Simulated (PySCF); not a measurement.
# Hg2F2: forces at shaken geometries

Aim: move all atoms of relaxed Hg2F2 at random and read energies and forces. The species was built from a template and needn't be a known compound.

Method: TPSS, Hg def2-SVP with ECP60, F def2-SVP; scalar-relativistic core potentials, no spin–orbit coupling; program: PySCF 2.14.0.

3 further runs of the same task are left out: 2 for a known fault of the program, 1 that didn't finish.

## Step 1: Starting geometry

4 atoms, charge 0, spin multiplicity 1.

Bond lengths: Hg1–F3 2.255 Å, Hg1–F4 2.255 Å, Hg2–F3 2.255 Å, Hg2–F4 2.255 Å. Angles: F3–Hg1–F4 75.7°, F3–Hg2–F4 75.7°, Hg1–F3–Hg2 104.3°, Hg1–F4–Hg2 104.3°.

As a file:

```xyz
4
charge 0, multiplicity 1
Hg    0.0000    0.0000    1.7805
Hg    0.0000    0.0000   -1.7805
F     1.3843    0.0000    0.0000
F    -1.3843    0.0000    0.0000
```

Formal oxidation states: Hg +1. An earlier session relaxed this geometry at TPSS, Hg def2-SVP with ECP60, F def2-SVP (singlet, point group D2h).

Its energy there is -506.384646 Eh.

## Step 2: Atoms moved at random, σ = 0.15 Å

The input, run.py (the lines that set the calculation):

```python
mol = gto.M(atom='''
Hg    -0.00456     0.03416     1.73455
Hg     0.09020    -0.02404    -1.61404
F      1.35109     0.01662     0.01367
F     -1.43673    -0.02673    -0.13418''',
    basis={'Hg': 'def2-SVP', 'F': 'def2-SVP'},
    ecp={'Hg': 'def2-SVP'},
    charge=0, spin=0)
mf = dft.RKS(mol, xc='TPSS')
mf.grids.atom_grid = (50, 194)
mf = mf.density_fit()  # fitting sets: Hg def2-universal-JKFIT, F def2-universal-JKFIT
mf.conv_tol = 1e-08; mf.max_cycle = 55
mf.kernel(dm0)  # dm0: the density of the relaxed state
```

Started as:

```console
> OMP_NUM_THREADS=2 python run.py
```

Standard output:

```text
init E= -506.420679955605
  HOMO = -0.221483132007457  LUMO = -0.181187371317812  gap/eV = 1.09650
cycle= 1 E= -506.32477991822  delta_E= 0.0959  |g|= 0.306  |ddm|= 1.57
  HOMO = -0.214858396765013  LUMO = -0.119029437391113  gap/eV = 2.60764
cycle= 2 E= -505.949339539889  delta_E= 0.375  |g|= 0.988  |ddm|= 3.89
  HOMO = -0.211438104481623  LUMO = -0.176244432769519  gap/eV = 0.95767
cycle= 3 E= -506.281038542798  delta_E= -0.332  |g|= 0.413  |ddm|= 1.81
  HOMO = -0.211384032884254  LUMO = -0.182655284598525  gap/eV = 0.78175
cycle= 4 E= -506.374993304713  delta_E= -0.094  |g|= 0.0841  |ddm|=  1.6
  HOMO = -0.211752735604691  LUMO = -0.182989939962777  gap/eV = 0.78268
cycle= 5 E= -506.37475770428  delta_E= 0.000236  |g|= 0.0903  |ddm|= 0.221
  HOMO = -0.212089680578629  LUMO = -0.183431241778464  gap/eV = 0.77984
cycle= 6 E= -506.376401347836  delta_E= -0.00164  |g|= 0.0295  |ddm|= 0.14
  HOMO = -0.212523867134195  LUMO = -0.184166743987401  gap/eV = 0.77164
cycle= 7 E= -506.376273702784  delta_E= 0.000128  |g|= 0.0242  |ddm|= 0.106
  HOMO = -0.212353405376859  LUMO = -0.183898177492388  gap/eV = 0.77431
cycle= 8 E= -506.376490715909  delta_E= -0.000217  |g|= 0.0124  |ddm|= 0.04
  HOMO = -0.212393703242654  LUMO = -0.183862005577634  gap/eV = 0.77639
cycle= 9 E= -506.376565289729  delta_E= -7.46e-05  |g|= 0.00451  |ddm|= 0.03
  HOMO = -0.212398620301805  LUMO = -0.183838482992716  gap/eV = 0.77716
cycle= 10 E= -506.376575288396  delta_E= -1e-05  |g|= 0.00145  |ddm|= 0.0115
  HOMO = -0.212402134064089  LUMO = -0.183831818870821  gap/eV = 0.77744
cycle= 11 E= -506.376576288398  delta_E= -1e-06  |g|= 0.000478  |ddm|= 0.00356
  HOMO = -0.212404373392285  LUMO = -0.183829719814224  gap/eV = 0.77756
cycle= 12 E= -506.376576410487  delta_E= -1.22e-07  |g|= 2.16e-05  |ddm|= 0.00169
  HOMO = -0.212405334029274  LUMO = -0.183830435043674  gap/eV = 0.77756
cycle= 13 E= -506.376576410682  delta_E= -1.95e-10  |g|= 7.36e-06  |ddm|= 8.05e-05
  HOMO = -0.212404488216226  LUMO = -0.183829900299273  gap/eV = 0.77755
Extra cycle  E= -506.376576410225  delta_E= 4.57e-10  |g|= 3.16e-05  |ddm|= 0.000118
converged SCF energy = -506.376576410225
```

It took 4.3 s on 2 threads of Arm Neoverse V2, shared host.

Result: E = -506.376576 Eh (+0.220 eV from the relaxed state), HOMO -5.78 eV, LUMO -5.00 eV, Mulliken charge on Hg1 +0.30 e, largest force component 2.055 eV/Å. The gap is small, and the closed shell wasn't tested for a lower spin-broken solution.

| atom | Fx | Fy | Fz (eV/Å) |
| --- | --- | --- | --- |
| Hg1 | -0.597 | 0.029 | 0.992 |
| Hg2 | -0.627 | -0.048 | -2.055 |
| F3 | 1.711 | 0.031 | 0.622 |
| F4 | -0.488 | -0.013 | 0.441 |

## Step 3: Atoms moved at random, σ = 0.03 Å

Edit run.py (the lines that set the calculation) of step 2 so:

```diff
@@ -1,6 +1,6 @@
 mol = gto.M(atom='''
-Hg    -0.00456     0.03416     1.73455
-Hg     0.09020    -0.02404    -1.61404
-F      1.35109     0.01662     0.01367
-F     -1.43673    -0.02673    -0.13418''',
+Hg    -0.02643    -0.01462     1.78635
+Hg     0.03575     0.01208    -1.81477
+F      1.32183    -0.00466     0.02594
+F     -1.33115     0.00720     0.00248''',
     basis={'Hg': 'def2-SVP', 'F': 'def2-SVP'},
```

Started as:

```console
> OMP_NUM_THREADS=2 python run.py
```

Standard output:

```text
init E= -506.394380999117
  HOMO = -0.21428570024106  LUMO = -0.18561554001538  gap/eV = 0.78015
cycle= 1 E= -506.377742883362  delta_E= 0.0166  |g|= 0.108  |ddm|= 0.483
  HOMO = -0.232075025545068  LUMO = -0.173393590341284  gap/eV = 1.59680
cycle= 2 E= -506.201763717616  delta_E= 0.176  |g|= 0.564  |ddm|= 2.54
  HOMO = -0.216490099336909  LUMO = -0.187841984582874  gap/eV = 0.77955
cycle= 3 E= -506.380860133551  delta_E= -0.179  |g|= 0.0822  |ddm|= 1.98
  HOMO = -0.2171616667734  LUMO = -0.189209611568565  gap/eV = 0.76061
cycle= 4 E= -506.383715131752  delta_E= -0.00285  |g|= 0.0416  |ddm|= 0.317
  HOMO = -0.216483295201172  LUMO = -0.188464828841859  gap/eV = 0.76242
cycle= 5 E= -506.384081027171  delta_E= -0.000366  |g|= 0.00849  |ddm|= 0.0517
  HOMO = -0.216612262009843  LUMO = -0.188576588860656  gap/eV = 0.76289
cycle= 6 E= -506.384080933326  delta_E= 9.38e-08  |g|= 0.00872  |ddm|= 0.0177
  HOMO = -0.216667702613538  LUMO = -0.188639180293688  gap/eV = 0.76269
cycle= 7 E= -506.384096320612  delta_E= -1.54e-05  |g|= 0.00155  |ddm|= 0.0104
  HOMO = -0.216635035852608  LUMO = -0.188611045432054  gap/eV = 0.76257
cycle= 8 E= -506.384097166988  delta_E= -8.46e-07  |g|= 0.000817  |ddm|= 0.0084
  HOMO = -0.216645722634375  LUMO = -0.188619131094153  gap/eV = 0.76264
cycle= 9 E= -506.384097539424  delta_E= -3.72e-07  |g|= 0.000152  |ddm|= 0.00254
  HOMO = -0.216643748114027  LUMO = -0.18861700658131  gap/eV = 0.76265
cycle= 10 E= -506.384097549817  delta_E= -1.04e-08  |g|= 5.94e-05  |ddm|= 0.000342
  HOMO = -0.216644120930322  LUMO = -0.188617316385365  gap/eV = 0.76265
cycle= 11 E= -506.38409755153  delta_E= -1.71e-09  |g|= 1.5e-05  |ddm|= 0.000154
  HOMO = -0.216644491329571  LUMO = -0.188617349101499  gap/eV = 0.76266
Extra cycle  E= -506.384097539774  delta_E= 1.18e-08  |g|= 0.000149  |ddm|= 0.000589
converged SCF energy = -506.384097539774
```

Run time: 3.9 s. Hardware: 2 threads of Arm Neoverse V2, shared host.

It gives: E = -506.384098 Eh (+0.015 eV from the relaxed state), HOMO -5.90 eV, LUMO -5.13 eV, Mulliken charge on Hg1 +0.41 e, largest force component 0.326 eV/Å. The gap is small, and the closed shell wasn't tested for a lower spin-broken solution.

| atom | Fx | Fy | Fz (eV/Å) |
| --- | --- | --- | --- |
| Hg1 | -0.001 | -0.012 | 0.268 |
| Hg2 | -0.078 | 0.009 | -0.129 |
| F3 | 0.326 | -0.004 | -0.002 |
| F4 | -0.247 | 0.006 | -0.137 |

## Step 4: Atoms moved at random, σ = 0.15 Å

Edit run.py (the lines that set the calculation) of step 3 so:

```diff
@@ -1,6 +1,6 @@
 mol = gto.M(atom='''
-Hg    -0.02643    -0.01462     1.78635
-Hg     0.03575     0.01208    -1.81477
-F      1.32183    -0.00466     0.02594
-F     -1.33115     0.00720     0.00248''',
+Hg    -0.03833     0.00752     1.59472
+Hg     0.03373     0.06113    -1.67570
+F      1.50181     0.04183     0.09955
+F     -1.49721    -0.11048    -0.01857''',
     basis={'Hg': 'def2-SVP', 'F': 'def2-SVP'},
```

Started as:

```console
> OMP_NUM_THREADS=2 python run.py
```

Standard output:

```text
init E= -506.393290804042
  HOMO = -0.226431820702409  LUMO = -0.193398000954321  gap/eV = 0.89890
cycle= 1 E= -506.343891087874  delta_E= 0.0494  |g|= 0.267  |ddm|= 1.32
  HOMO = -0.225268878612897  LUMO = -0.132138906797948  gap/eV = 2.53420
cycle= 2 E= -506.033276832109  delta_E= 0.311  |g|= 0.883  |ddm|= 3.67
  HOMO = -0.211033749331122  LUMO = -0.180860145878786  gap/eV = 0.82107
cycle= 3 E= -506.320699691578  delta_E= -0.287  |g|= 0.338  |ddm|= 1.89
  HOMO = -0.213549588110936  LUMO = -0.18753247038299  gap/eV = 0.70796
cycle= 4 E= -506.380788853358  delta_E= -0.0601  |g|= 0.0708  |ddm|= 1.24
  HOMO = -0.213408089412802  LUMO = -0.18695601435229  gap/eV = 0.71980
cycle= 5 E= -506.380329726015  delta_E= 0.000459  |g|= 0.0601  |ddm|= 0.241
  HOMO = -0.214136777053  LUMO = -0.188162606921416  gap/eV = 0.70679
cycle= 6 E= -506.381629342013  delta_E= -0.0013  |g|= 0.0262  |ddm|= 0.223
  HOMO = -0.214180133228002  LUMO = -0.18832616952368  gap/eV = 0.70352
cycle= 7 E= -506.381587247084  delta_E= 4.21e-05  |g|= 0.0215  |ddm|= 0.0467
  HOMO = -0.214028950403062  LUMO = -0.188139997171987  gap/eV = 0.70447
cycle= 8 E= -506.381756003276  delta_E= -0.000169  |g|= 0.00914  |ddm|= 0.0383
  HOMO = -0.214053047967401  LUMO = -0.188123927671935  gap/eV = 0.70557
cycle= 9 E= -506.381795852415  delta_E= -3.98e-05  |g|= 0.00357  |ddm|= 0.0217
  HOMO = -0.214052612251024  LUMO = -0.188104670931274  gap/eV = 0.70608
cycle= 10 E= -506.381802614312  delta_E= -6.76e-06  |g|= 0.000829  |ddm|= 0.0108
  HOMO = -0.214056498940707  LUMO = -0.188105188051598  gap/eV = 0.70617
cycle= 11 E= -506.381802935271  delta_E= -3.21e-07  |g|= 0.000299  |ddm|= 0.00199
  HOMO = -0.214059204514463  LUMO = -0.188105828343694  gap/eV = 0.70623
cycle= 12 E= -506.381802983872  delta_E= -4.86e-08  |g|= 2.27e-05  |ddm|= 0.00114
  HOMO = -0.214058646032171  LUMO = -0.18810531627771  gap/eV = 0.70623
cycle= 13 E= -506.38180298396  delta_E= -8.75e-11  |g|= 2.91e-06  |ddm|= 2.42e-05
  HOMO = -0.214058551698589  LUMO = -0.188105089658691  gap/eV = 0.70623
Extra cycle  E= -506.381802983814  delta_E= 1.46e-10  |g|= 1.69e-05  |ddm|= 6.91e-05
converged SCF energy = -506.381802983814
```

It took 4.3 s on 2 threads of Arm Neoverse V2, shared host.

Read off: E = -506.381803 Eh (+0.077 eV from the relaxed state), HOMO -5.82 eV, LUMO -5.12 eV, Mulliken charge on Hg1 +0.45 e, largest force component 0.894 eV/Å. The gap is small, and the closed shell wasn't tested for a lower spin-broken solution.

| atom | Fx | Fy | Fz (eV/Å) |
| --- | --- | --- | --- |
| Hg1 | -0.134 | -0.032 | 0.894 |
| Hg2 | 0.114 | 0.001 | -0.569 |
| F3 | 0.393 | 0.005 | -0.287 |
| F4 | -0.373 | 0.026 | -0.038 |

## Step 5: Results

| σ (Å) | energy rise (eV) | harmonic estimate −½ F·u (eV) | largest force component (eV/Å) |
| --- | --- | --- | --- |
| 0.15 | 0.220 | 0.260 | 2.06 |
| 0.03 | 0.015 | 0.015 | 0.33 |
| 0.15 | 0.077 | 0.080 | 0.89 |

Every displacement raises the energy. For a harmonic well the rise equals −½ F·u; the two differ by at most 18 % here (a move with σ = 0.15 Å), from anharmonicity, the grid and the small forces left at the relaxed point. The bases are small and lack diffuse functions. Spin–orbit coupling is left out.
